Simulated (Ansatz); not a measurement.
# CsLiCr2Te2S3 (P1) in Ansatz: settings compared

One crystal, CsLiCr2Te2S3, is run at these levels: PBEsol, PBE, RPBE; tasks: relaxation of cell and atoms, single point.

All numbers are computed with Ansatz 0.2.0; they aren't measurements. Logs are shortened: lines on timing, memory, paths and dates and some standing lists are left out, and cuts for length are marked.

### 1 The structure

The typed cell holds 18 atoms: a = 3.675 Å, b = 6.258 Å, c = 18.879 Å, α = 89.93°, β = 89.72°, γ = 90.00°.

The cell was built by a generator and needn't be a form met in nature.

### 2 Relaxation of cell and atoms, PBEsol, collinear spin, ferromagnetic start

File input.yaml:

```yaml
crystal:
  lattice:
    - [3.67471, -0.00018, -0.00146]
    - [0.00068, 6.25849, 0.00267]
    - [0.0997, 0.01509, 18.87835]
  atoms:
    - { symbol: Cs, position: [0.00702, 0.99658, 0.60964] }
    - { symbol: Cs, position: [0.50622, 0.49563, 0.63737] }
    - { symbol: Li, position: [0.49757, 0.8329, 0.98554] }
    - { symbol: Li, position: [0.9976, 0.33501, 0.98513] }
    - { symbol: Cr, position: [0.9939, 0.00068, 0.13453], spin: 3.0 }
    - { symbol: Cr, position: [0.49393, 0.50024, 0.13461], spin: 3.0 }
    - { symbol: Cr, position: [0.00147, 0.6694, 0.83098], spin: 3.0 }
    - { symbol: Cr, position: [0.5014, 0.16737, 0.8334], spin: 3.0 }
    - { symbol: Te, position: [0.01027, 0.59621, 0.46271] }
    - { symbol: Te, position: [0.51068, 0.22697, 0.45459] }
    - { symbol: Te, position: [0.49158, 0.83669, 0.22777] }
    - { symbol: Te, position: [0.99165, 0.33648, 0.22784] }
    - { symbol: S, position: [0.99971, 0.99979, 0.90043] }
    - { symbol: S, position: [0.49974, 0.50461, 0.89926] }
    - { symbol: S, position: [0.99553, 0.66614, 0.07188] }
    - { symbol: S, position: [0.49551, 0.16656, 0.0716] }
    - { symbol: S, position: [0.50316, 0.84068, 0.76492] }
    - { symbol: S, position: [0.00305, 0.32804, 0.76778] }
hamiltonian:
  xc: pbesol
  pseudopotentials: { kind: paw }
magnetization:
  spin_polarized: true
kpoints:
  mp_grid: { grid: [5, 3, 1] }
scf:
  occupations: { method: fermi_dirac, width: 0.05 }
output:
  forces: true
  stress: true
  eigenvalues: true
relax:
  f_tol: 0.01
  max_steps: 40
  cell: { stress_tol: 0.05 }
```

Potentials or basis: Ansatz PAW.

On the command line:

```bash
> ansatz run input.yaml --threads 8 --pin off --max-ram 20480MiB --backend cpu --events-out ev --progress --plain --runs-dir out
```

Output:

```text
Warning: RAYON_NUM_THREADS=8 ignored (pool sized by the plan → 8); use --threads N
Engine: ansatz 0.2.0, x86_64-unknown-linux-gnu
Pseudopotentials: kind: paw
Pseudopotential: Cs, paw, valence charge 9, recommended cutoff 420 eV (normal), Cs.paw.azcp
Pseudopotential: Li, paw, valence charge 3, recommended cutoff 420 eV (normal), Li.paw.azcp
Pseudopotential: Cr, paw, valence charge 14, recommended cutoff 420 eV (normal), Cr.paw.azcp
Pseudopotential: Te, paw, valence charge 16, recommended cutoff 420 eV (normal), Te.paw.azcp
Pseudopotential: S, paw, valence charge 6, recommended cutoff 420 eV (normal), S.paw.azcp
Functional definition: PBEsol
  exchange = pbesol_x
  correlation = pbesol_c
Crystal: 18 atoms, lattice volume = 434.168 Å³
Basis set: ecut = 420 eV, 8461 PW (Γ), exchange–correlation on 50×90×256 points (8 copies of the dense FFT grid, shifted against one another)
Bands: 116, of which v1, the nominal top of the filled ones, is band 90 counted from 1 (89 counted from 0)
Symmetry: 1 space group operations
Space group: P1 (ITA 1), of the structure as read, at distance tolerance 7.6e-5 Å
Magnetic group: BNS 1.1 (UNI 1), of the structure as read, at distance tolerance 7.6e-5 Å
k-points: 8 of 15 (time reversal used)
Non-local potential: Cs, projectors of the file, l = 0: 3, l = 1: 2, l = 2: 2, l = 3: 2
Non-local potential: Li, projectors of the file, l = 0: 3, l = 1: 2, l = 2: 1
Non-local potential: Cr, projectors of the file, l = 0: 3, l = 1: 2, l = 2: 3, l = 3: 1
Non-local potential: Te, projectors of the file, l = 0: 2, l = 1: 2, l = 2: 2, l = 3: 2
Non-local potential: S, projectors of the file, l = 0: 2, l = 1: 2, l = 2: 2
PAW form: soft (Blöchl's): semilocal exchange-correlation on the pseudo side does not see the compensation charge
PAW frozen core: Cs, regenerated for the run's functional, and the local potential with it (the file was generated under x = pbe(κ = 0.804, μ = 0.2195149727645171), c = pbe(β = 0.06672455060314922))
PAW frozen core: Cr, regenerated for the run's functional, and the local potential with it (the file was generated under x = pbe(κ = 0.804, μ = 0.2195149727645171), c = pbe(β = 0.06672455060314922))
PAW frozen core: Te, regenerated for the run's functional, and the local potential with it (the file was generated under x = pbe(κ = 0.804, μ = 0.2195149727645171), c = pbe(β = 0.06672455060314922))
PAW frozen core: S, regenerated for the run's functional, and the local potential with it (the file was generated under x = pbe(κ = 0.804, μ = 0.2195149727645171), c = pbe(β = 0.06672455060314922))
[... 203 lines left out ...]
  atom   6  Cr     0.00045835     0.00097392    -0.00477271
[... 10 lines left out ...]
  atom  17  S      0.00038969     0.00056108     0.00022487
  atom  18  S      0.00004063     0.00019619    -0.00073864
  max |Σ_I F_I| component: 1.19e-6 eV/Å
--- Stress (GPa, compression-positive) ---
       -0.000518      -0.002331       0.001835
       -0.002331       0.001285       0.003716
        0.001835       0.003716      -0.003150
  P = ⅓ Tr σ = -0.0008 GPa (-0.008 kbar)
--- Band table (eV; the first three rows and the last of 16) ---
  k-point 0 ↑: bands = ["-63.8333", "-63.7878", "-63.2901", "-63.2826", "-36.5741", "-36.5050", "-35.3103", "-35.2978", "-35.2909", "-35.2660", "-35.2506", "-35.2500", "-34.7979", "-34.7769", "-34.7735", "-34.7623", "-34.7607", "-34.7555", "-27.8714", "-27.8415", "-27.8029", "-27.7523", "-27.6710", "-27.6402", "-27.6286", "-27.6074", "-27.6045", "-27.5581", "-27.3153", "-27.3137", "-27.3096", "-27.2957", "-27.2591", "-27.2550", "-27.2503", "-27.2476", "-27.2353", "-27.2229", "-14.4442", "-13.8197", "-5.2751", "-4.8004", "-3.8789", "-3.8146", "-3.7651", "-3.6837", "-3.5633", "-2.6849", "-2.4688", "-1.2365", "-0.9614", "-0.7705", "-0.3662", "-0.3254", "0.3354", "0.3969", "2.9122", "3.1557", "3.4666", "3.9033", "4.0962", "4.3567", "4.8649", "4.9145", "5.0012", "5.2284", "5.2415", "5.4316", "5.4534", "5.4916", "5.7556", "5.8222", "6.1171", "6.2910", "6.9293", "6.9968", "7.2529", "7.2852", "7.3670", "7.6249", "7.6919", "7.7155", "7.7502", "7.8069", "7.8202", "7.8934", "7.8935", "8.0155", "8.0889", "8.1108", "8.2036", "8.3012", "8.4457", "8.8200", "9.5342", "9.6230", "9.8350", "10.3957", "10.4498", "10.5392", "10.7843", "10.8006", "10.9022", "11.1063", "11.2027", "11.2806", "11.9277", "11.9849", "12.3112", "12.8944", "13.0598", "13.2305", "13.3048", "13.4036", "13.5362", "13.6221"]
[... 3 lines left out ...]
--- Relaxed structure (6 steps of the walk, 6 accepted, 1 SCFs on fresh bases) ---
  F+E_penalty+E_count = -57901.60196217 eV   max|allowed force component| = 7.270e-3 eV/Å   (the final SCF, on the basis selected at the relaxed cell)
  cell:  # Å, volume = 398.1951 Å³
    - [3.609913532693735, -9.682913544451478e-5, -0.01018070992437259]
    - [0.0007969058110716853, 6.16696917489495, -0.0021994721393027296]
    - [0.05274598889864422, 0.000611005538284139, 17.886431525758795]
  atoms:
    - { symbol: Cs, position: [0.0006697357306718783, 0.9961189531530574, 0.5999709101313444] }
    - { symbol: Cs, position: [0.5003438228509044, 0.4941955665146386, 0.6290600892789312] }
    - { symbol: Li, position: [0.4997987364965019, 0.8343743386843988, 0.9898851420118068] }
    - { symbol: Li, position: [0.9998027095079978, 0.3365360283746402, 0.9892102251228249] }
    - { symbol: Cr, position: [0.999530606986411, 0.0018918557169232532, 0.14315454325432123] }
    - { symbol: Cr, position: [0.49956559777641296, 0.5018138769120203, 0.1429620451949675] }
    - { symbol: Cr, position: [0.00021610151475502486, 0.6687960591596719, 0.8281732667653877] }
    - { symbol: Cr, position: [0.50021880161789, 0.16672152762640563, 0.831519736356998] }
    - { symbol: Te, position: [0.00023800370586006796, 0.5944805467665945, 0.44854530057120057] }
    - { symbol: Te, position: [0.5005127000199581, 0.22558406664097744, 0.4374188957851119] }
    - { symbol: Te, position: [0.4995340946324755, 0.8368922386294395, 0.24042500789167778] }
    - { symbol: Te, position: [0.9995287568432788, 0.33709165918591044, 0.23969589664872767] }
    - { symbol: S, position: [1.0001562143087268, 0.9985566121414443, 0.9009869204456348] }
    - { symbol: S, position: [0.5001572126175552, 0.5049718873159884, 0.8994374332042824] }
    - { symbol: S, position: [0.999618216427483, 0.6676541633950689, 0.07851797992252323] }
    - { symbol: S, position: [0.4995943442464594, 0.16761234441713257, 0.07836961176148005] }
    - { symbol: S, position: [0.5002547052206092, 0.8408923401406778, 0.7595832983776645] }
    - { symbol: S, position: [0.00024963949604831295, 0.3257959352250082, 0.7630636972751168] }
```

It took 82 s on 8 threads of Intel Xeon 6975P-C (Granite Rapids), shared host; peak memory 2.6 GiB.

Results:

```
Free energy                            : -57901.6020 eV
Relaxed volume                         : 22.12 Å³/atom
Relaxed cell                           : a = 3.610 Å, b = 6.167 Å, c = 17.887 Å, α = 90.02°, β = 89.99°, γ = 89.99°
Space group after relaxing (to 0.05 Å) : Pm (No. 6)
Energy gained by relaxing              : 14.0 meV/atom
Ionic steps                            : 7
Pressure after relaxing                : 0.0 GPa
Largest force after relaxing           : 0.007 eV/Å
Band gap on the k mesh                 : none (metal or under the smearing width)
Net moment                             : 11.28 μB per cell
Absolute moment                        : 13.13 μB per cell
Site moments                           : Cs +0.00, -0.00; Li -0.01; Cr +2.50, +2.71, +2.68; Te +0.01, -0.13; S -0.04, -0.05 μB
```

Forces in eV/Å, atoms in the order of the input:
```
Cs  -0.001  0.000  0.003
Cs   0.000  0.000 -0.004
Li   0.000  0.000  0.001
Li   0.000  0.001 -0.002
Cr   0.001 -0.001 -0.007
Cr   0.000  0.001 -0.005
Cr  -0.001 -0.002 -0.001
Cr  -0.001  0.003  0.000
Te   0.000  0.002  0.002
Te   0.000 -0.001  0.001
Te   0.000 -0.003  0.002
Te   0.000  0.003  0.003
S    0.000 -0.001  0.001
S    0.000 -0.001  0.001
S    0.000 -0.002  0.002
S    0.000  0.000  0.005
S    0.000  0.001  0.000
S    0.000  0.000 -0.001
```

The path:
```csv
step,energy change (eV),largest force (eV/Å),volume (Å³)
1,0.0000,0.3878,434.17
2,-0.1892,0.4305,410.16
3,-0.2431,0.1218,401.73
4,-0.2506,0.1139,394.92
5,-0.2556,0.0109,397.90
6,-0.2558,0.0074,398.20
7,-0.2518,0.0074,398.20
```

Final structure:
```cif
data_structure
_symmetry_space_group_name_H-M 'P 1'
_symmetry_Int_Tables_number 1
_cell_length_a 3.6099
_cell_length_b 6.1670
_cell_length_c 17.8865
_cell_angle_alpha 90.018
_cell_angle_beta 89.993
_cell_angle_gamma 89.994
_cell_volume 398.20
loop_
_atom_site_label
_atom_site_type_symbol
_atom_site_fract_x
_atom_site_fract_y
_atom_site_fract_z
_atom_site_occupancy
Cs1 Cs 0.00067 0.99612 0.59997 1
Cs2 Cs 0.50034 0.49420 0.62906 1
Li1 Li 0.49980 0.83437 0.98989 1
Li2 Li 0.99980 0.33654 0.98921 1
Cr1 Cr 0.99953 0.00189 0.14315 1
Cr2 Cr 0.49957 0.50181 0.14296 1
Cr3 Cr 0.00022 0.66880 0.82817 1
Cr4 Cr 0.50022 0.16672 0.83152 1
Te1 Te 0.00024 0.59448 0.44855 1
Te2 Te 0.50051 0.22558 0.43742 1
Te3 Te 0.49953 0.83689 0.24043 1
Te4 Te 0.99953 0.33709 0.23970 1
S1 S 0.00016 0.99856 0.90099 1
S2 S 0.50016 0.50497 0.89944 1
S3 S 0.99962 0.66765 0.07852 1
S4 S 0.49959 0.16761 0.07837 1
S5 S 0.50025 0.84089 0.75958 1
S6 S 0.00025 0.32580 0.76306 1
```

Caveat: the plane-wave basis is chosen anew once the cell has moved, so the energies of steps on either side of that aren't comparable; only a ferromagnetic start was run, and an antiferromagnetic order may lie lower in energy; the PAW data sets come from PBE, with cores solved anew for the run's functional, which leaves a small shift of forces and pressure. With open d or f shells a metallic result of PBEsol can be an artefact of self-interaction; +U or a hybrid may open a gap.

### 3 Single point, PBE, collinear spin, ferromagnetic start

Changes to input.yaml since step 2:

```diff
@@ -25,4 +25,4 @@
 hamiltonian:
-  xc: pbesol
-  pseudopotentials: { kind: paw }
+  xc: pbe
+  pseudopotentials: { kind: nc, accuracy: standard }
 magnetization:
@@ -30,3 +30,3 @@
 kpoints:
-  mp_grid: { grid: [5, 3, 1] }
+  mp_grid: { grid: [7, 5, 2] }
 scf:
@@ -37,5 +37 @@
   eigenvalues: true
-relax:
-  f_tol: 0.01
-  max_steps: 40
-  cell: { stress_tol: 0.05 }
```

Potentials or basis: PseudoDojo standard (PBE files).

On the command line:

```bash
> ansatz run input.yaml --threads 8 --pin off --max-ram 20480MiB --backend cpu --events-out ev --progress --plain --runs-dir out
```

It took 8.3 min on 8 threads of Intel Xeon 6975P-C (Granite Rapids), shared host; peak memory 15 GiB.

The run converged. Its results:

| Quantity | Value |
| --- | --- |
| Free energy | -24566.3466 eV |
| Pressure | 0.2 GPa |
| Largest force | 0.075 eV/Å |
| Band gap on the k mesh | none (metal or under the smearing width) |
| Net moment | 11.54 μB per cell |
| Absolute moment | 13.86 μB per cell |
| Site moments | Cs +0.00, -0.00; Li -0.01; Cr +2.71, +2.70, +2.81, +2.78; Te -0.00, -0.15; S -0.07, -0.08 μB |

Forces on the atoms (eV/Å):
```
Cs   0.000 -0.004  0.032
Cs   0.000  0.002  0.041
Li   0.000  0.002  0.019
Li   0.000  0.002  0.019
Cr   0.000  0.020  0.041
Cr   0.001  0.022  0.041
Cr   0.000  0.001  0.006
Cr   0.000  0.000  0.012
Te   0.000 -0.061 -0.015
Te  -0.001  0.063 -0.017
Te   0.000 -0.020  0.027
Te   0.000 -0.020  0.025
S    0.000  0.004  0.008
S    0.000  0.003  0.010
S    0.000 -0.001 -0.075
S    0.000 -0.002 -0.074
S   -0.001 -0.008 -0.051
S   -0.001 -0.001 -0.052
```

Stress tensor (GPa, compression positive):
```
 0.09  0.00  0.00
 0.00  0.33 -0.03
 0.00 -0.03  0.15
```

Levels at points of the mesh, in eV from the Fermi level:
Spin up:
```tsv
k point	band 94	band 95	band 96	band 97	band 98	band 99
(0.00, 0.00, 0.00)	-0.46	0.32	0.42	0.77	1.16	1.24
(0.00, 0.00, -0.50)	-0.47	0.32	0.42	0.77	1.16	1.24
```
Spin down:
```csv
k point,band 80,band 81,band 82,band 83,band 84,band 85,band 86,band 87,band 88,band 89
"(0.00, 0.00, 0.00)",-1.06,-1.01,-0.94,0.49,0.64,0.78,0.98,1.08,1.11,1.15
"(0.00, 0.00, -0.50)",-1.06,-1.01,-0.93,0.48,0.64,0.78,0.99,1.08,1.11,1.15
```

Caveat: only a ferromagnetic start was run, and an antiferromagnetic order may lie lower in energy. With open d or f shells a metallic result of PBE can be an artefact of self-interaction; +U or a hybrid may open a gap.

### 4 Relaxation of cell and atoms, RPBE, collinear spin, ferromagnetic start

Changes to input.yaml since step 3:

```diff
@@ -25,4 +25,4 @@
 hamiltonian:
-  xc: pbe
-  pseudopotentials: { kind: nc, accuracy: standard }
+  xc: rpbe
+  pseudopotentials: { kind: paw }
 magnetization:
@@ -30,3 +30,3 @@
 kpoints:
-  mp_grid: { grid: [7, 5, 2] }
+  mp_grid: { grid: [5, 3, 1] }
 scf:
@@ -37 +37,5 @@
   eigenvalues: true
+relax:
+  f_tol: 0.01
+  max_steps: 40
+  cell: { stress_tol: 0.05 }
```

Potentials or basis: Ansatz PAW.

On the command line:

```bash
> ansatz run input.yaml --threads 8 --pin off --max-ram 20480MiB --backend cpu --events-out ev --progress --plain --runs-dir out
```

Wall time 7.1 min (8 threads of Intel Xeon Platinum 8259CL at 2.50GHz (Skylake/Cascade Lake), shared host); peak memory 2.8 GiB.

It converged, with:

* Free energy: -58701.0943 eV
* Relaxed volume: 27.19 Å³/atom
* Relaxed cell: a = 3.723 Å, b = 6.407 Å, c = 20.515 Å, α = 90.11°, β = 89.78°, γ = 90.00°
* Space group after relaxing (to 0.05 Å): P1 (No. 1)
* Energy gained by relaxing: 10.9 meV/atom
* Ionic steps: 15
* Pressure after relaxing: 0.0 GPa
* Band gap on the k mesh: none (metal or under the smearing width)
* Net moment: 11.39 μB per cell
* Absolute moment: 14.14 μB per cell
* Site moments: Cs +0.00, -0.00; Li -0.01; Cr +2.73, +2.72, +2.85, +2.82; Te +0.01, -0.19; S -0.08, -0.09 μB

Forces in eV/Å, atoms in the order of the input:
```
Cs   0.000  0.000  0.001
Cs   0.000  0.000 -0.002
Li   0.000  0.000 -0.002
Li   0.000  0.000 -0.001
Cr   0.000 -0.001 -0.001
Cr   0.000 -0.001  0.000
Cr   0.000  0.000 -0.001
Cr   0.000  0.000 -0.001
Te   0.000  0.001  0.000
Te   0.000 -0.001  0.001
Te   0.000  0.000  0.000
Te   0.000  0.000  0.000
S    0.000  0.000  0.001
S    0.000  0.000  0.001
S    0.000  0.001  0.000
S    0.000  0.001  0.000
S    0.000  0.001  0.002
S    0.000  0.000  0.001
```

Step by step:
```csv
step,energy change (eV),largest force (eV/Å),volume (Å³)
1,0.0000,0.1364,434.17
2,-0.1491,0.2070,462.09
3,-0.1741,0.0680,469.52
4,-0.1812,0.0340,475.41
5,-0.1826,0.0283,478.74
6,-0.1828,0.0151,479.81
7,-0.1829,0.0070,480.26
8,-0.1829,0.0180,480.46
9,-0.1830,0.0073,480.29
10,-0.1938,0.0076,480.29
11,-0.1944,0.0053,482.65
12,-0.1947,0.0102,487.41
13,-0.1946,0.0106,488.99
14,-0.1946,0.0021,489.35
15,-0.1957,0.0020,489.35
```

Final structure:
```cif
data_structure
_symmetry_space_group_name_H-M 'P 1'
_symmetry_Int_Tables_number 1
_cell_length_a 3.7228
_cell_length_b 6.4073
_cell_length_c 20.5154
_cell_angle_alpha 90.115
_cell_angle_beta 89.782
_cell_angle_gamma 90.000
_cell_volume 489.35
loop_
_atom_site_label
_atom_site_type_symbol
_atom_site_fract_x
_atom_site_fract_y
_atom_site_fract_z
_atom_site_occupancy
Cs1 Cs 0.00555 0.99923 0.62416 1
Cs2 Cs 0.50483 0.49545 0.65835 1
Li1 Li 0.49807 0.83400 0.98041 1
Li2 Li 0.99808 0.33712 0.98031 1
Cr1 Cr 0.99519 0.00133 0.11832 1
Cr2 Cr 0.49518 0.50084 0.11844 1
Cr3 Cr 0.00114 0.66950 0.83517 1
Cr4 Cr 0.50109 0.16670 0.83751 1
Te1 Te 0.00826 0.58644 0.49388 1
Te2 Te 0.50857 0.23326 0.47966 1
Te3 Te 0.49341 0.83532 0.20327 1
Te4 Te 0.99341 0.33499 0.20338 1
S1 S 0.99980 0.99919 0.89893 1
S2 S 0.49983 0.50449 0.89781 1
S3 S 0.99640 0.66677 0.06001 1
S4 S 0.49641 0.16729 0.05971 1
S5 S 0.50242 0.84124 0.77372 1
S6 S 0.00235 0.32681 0.77695 1
```

Levels at points of the mesh, in eV from the Fermi level:
Spin up:
| k point | band 91 | band 92 | band 93 | band 94 | band 95 | band 96 | band 97 | band 98 | band 99 | band 100 |
| --- | --- | --- | --- | --- | --- | --- | --- | --- | --- | --- |
| (0.00, 0.00, 0.00) | -0.99 | -0.86 | -0.82 | -0.43 | 0.32 | 0.35 | 0.90 | 1.09 | 1.29 | 1.35 |
Spin down:
```tsv
k point	band 81	band 82	band 83	band 84	band 85	band 86	band 87	band 88
(0.00, 0.00, 0.00)	-1.00	-0.93	0.58	0.62	0.67	1.06	1.13	1.16
```

Caveat: the plane-wave basis is chosen anew once the cell has moved, so the energies of steps on either side of that aren't comparable; only a ferromagnetic start was run, and an antiferromagnetic order may lie lower in energy; the PAW data sets come from PBE, with cores solved anew for the run's functional, which leaves a small shift of forces and pressure. With open d or f shells a metallic result of RPBE can be an artefact of self-interaction; +U or a hybrid may open a gap.

### 5 Overview

| task | level | potentials or basis | cell | k mesh | cutoff (eV) | gap on the mesh (eV) | pressure (GPa) | moment (μB) | relaxed volume (Å³/atom) | largest force (eV/Å) |
| --- | --- | --- | --- | --- | --- | --- | --- | --- | --- | --- |
| relaxation of cell and atoms | PBEsol | Ansatz PAW | relaxed | 5 × 3 × 1 | 420 | none | 0.0 | 11.28 | 22.12 | 0.01 |
| single point | PBE | PseudoDojo standard (PBE files) | as given | 7 × 5 × 2 | 1279 | none | 0.2 | 11.54 | - | 0.07 |
| relaxation of cell and atoms | RPBE | Ansatz PAW | relaxed | 5 × 3 × 1 | 420 | none | 0.0 | 11.39 | 27.19 | - |

Alike in all rows: spin collinear, ferromagnetic start; smearing fermi-dirac 0.05 eV.

Caveats: only a ferromagnetic start was run, and an antiferromagnetic order may lie lower in energy; the plane-wave basis is chosen anew once the cell has moved, so the energies of steps on either side of that aren't comparable (some runs); the PAW data sets come from PBE, with cores solved anew for the run's functional, which leaves a small shift of forces and pressure (some runs).

Total energies depend on the potentials used, so only differences within one code and one set of settings carry meaning.
